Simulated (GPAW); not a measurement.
# NiAu3: equation of state with LDA

Crystal: NiAu3.

```
Au Ni
1.0
     4.02817    0.00000    0.00000
     0.00000    4.02817    0.00000
     0.00000    0.00000    4.02817
Au Ni
3 1
Direct
  0.50000 0.50000 0.00000
  0.00000 0.50000 0.50000
  0.50000 0.00000 0.50000
  0.00000 0.00000 0.00000
```

The cell comes from a database or a generator and needn't be the stable form of this composition.

```json
{"Program": "GPAW 26.7.0", "Task": "equation of state", "Functional": "LDA", "Potentials or basis": "the program's PAW data sets (release 1.2.1) made for this functional", "Cutoff": "600 eV", "Basis": "pw", "k mesh": "5 × 5 × 5", "Occupations": "fermi-dirac, width 0.05 eV", "Spin": "collinear spin, ferromagnetic start", "Starting moments": "[0.0, 0.0, 0.0, 1.0] μB"}
```

```
Equilibrium volume : 15.26 Å³/atom (rough: see the caveat)
Bulk modulus       : 204 GPa (rough)
```

Energy against volume, from the lowest point:
```csv
volume (Å³/atom),energy (meV/atom)
15.360,0.00
15.687,6.69
16.014,20.79
16.340,41.27
16.667,67.26
16.994,97.99
17.321,132.78
```

It took 7.3 min on 1 thread of Arm Neoverse V1 (shared host), peak memory 0.43 GiB.

Caveat: with this Au data set, volumes or pressures lay over 1.5 % or 2 GPa off other programs in two to four cells of ten; the minimum lies outside the volumes run; the stock nickel data set gives pressures a few GPa off other programs. The run has no spin-orbit coupling, so splittings on Au are missing.
